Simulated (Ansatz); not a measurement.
# Al2O3: band gap under strain

Aim: follow the gap of Al2O3 in the corundum structure through these states: +3.0 % biaxial strain in x and y, free along z. The table at the end shows which levels were run.

Program: Ansatz 0.2.0. PAW datasets, plane waves. No spin polarisation and no zero-point or thermal motion.

## Step 1: Starting point

The unstrained cell was relaxed with r2SCAN; in each strained cell the atoms were relaxed again with r2SCAN. Names of k-points are those of the unstrained zone, where strain can split equivalent points. First state: +3.0 % biaxial strain in x and y, free along z.

It is trigonal, R-3c (No. 167); conventional cell a = 4.901 Å, c = 12.817 Å, 8.89 Å³ an atom. Around Al lie 6 O at 1.89–2.00 Å; around O lie 4 Al at 1.89–2.00 Å.

Coordinates:

```cif
data_structure
_symmetry_space_group_name_H-M 'R-3c:H'
_symmetry_Int_Tables_number 167
_cell_length_a 4.9015
_cell_length_b 4.9015
_cell_length_c 12.8173
_cell_angle_alpha 90.000
_cell_angle_beta 90.000
_cell_angle_gamma 120.000
_cell_volume 266.68
loop_
_atom_site_label
_atom_site_type_symbol
_atom_site_symmetry_multiplicity
_atom_site_Wyckoff_symbol
_atom_site_fract_x
_atom_site_fract_y
_atom_site_fract_z
_atom_site_occupancy
Al1 Al 12 c 0.00000 0.00000 0.35336 1
O1 O 18 e 0.69533 0.00000 0.25000 1
```

From earlier runs on the unstrained cell: PBE 6.24 eV, r2SCAN 7.14 eV, HSE06 8.11 eV; a = 4.759 Å, c = 12.995 Å.

## Step 2: +3.0 % biaxial strain in x and y, free along z: PBE

Contents of input.yaml:

```yaml
crystal:
  lattice:
    - [2.4507422554, 1.4149367009, 4.2724352151]
    - [-2.4507422554, 1.4149367009, 4.2724352151]
    - [0.0, -2.8298734017, 4.2724352151]
  atoms:
    - { symbol: Al, position: [0.8533579846, 0.8533579846, 0.8533579846] }
    - { symbol: Al, position: [0.3533579846, 0.3533579846, 0.3533579846] }
    - { symbol: Al, position: [0.1466420154, 0.1466420154, 0.1466420154] }
    - { symbol: Al, position: [0.6466420154, 0.6466420154, 0.6466420154] }
    - { symbol: O, position: [0.4453317022, 0.0546682978, 0.75] }
    - { symbol: O, position: [0.0546682978, 0.75, 0.4453317022] }
    - { symbol: O, position: [0.5546682978, 0.9453317022, 0.25] }
    - { symbol: O, position: [0.25, 0.5546682978, 0.9453317022] }
    - { symbol: O, position: [0.9453317022, 0.25, 0.5546682978] }
    - { symbol: O, position: [0.75, 0.4453317022, 0.0546682978] }
kpoints:
  mp_grid: { grid: [6, 6, 6] }
  band_path:
    path:
      - [0.0, 0.0, 0.0]
      - [0.5, 0.5, 0.5]
      - [0.7662811645, 0.2337188355, 0.5]
      - [0.5, -0.2337188355, 0.2337188355]
      - [0.5, 0.0, 0.0]
      - [0.3668594178, -0.3668594178, 0.0]
      - [0.6331405822, 0.0, 0.3668594178]
      - [0.5, 0.0, 0.5]
    npoints: 1
hamiltonian:
  xc: pbe
scf:
  occupations: { method: fermi_dirac, width: 0.02 }
  n_extra_bands: 6
output:
  forces: true
  stress: true
  eigenvalues: true
```

Launch:

```console
$ ansatz run input.yaml --threads 2 --pin off --max-ram 29491MiB --backend cpu --events-out ev --progress --plain --runs-dir out
```

Further steps of the session: +3.0 % biaxial strain in x and y, free along z: r2SCAN; +3.0 % biaxial strain in x and y, free along z: HSE06.

Before running it: what results should come out?

**Answer**, as computed:

Least gap in eV (negative: overlap), with the change from the unstrained cell in brackets:

```
                                         state  volume change (%)           PBE        r2SCAN         HSE06
+3.0 % biaxial strain in x and y, free along z               +4.6  5.33 (-0.91)  6.19 (-0.95)  7.13 (-0.98)
```

In words: The HSE06 gap moves by -0.972 eV under +3.0 % biaxial strain in x and y, free along z. PBE and HSE06 differ by 1.86 eV on the unstrained gap, and by at most 0.06 eV on its change: the two disagree on the size of the gap but agree on its response to strain.
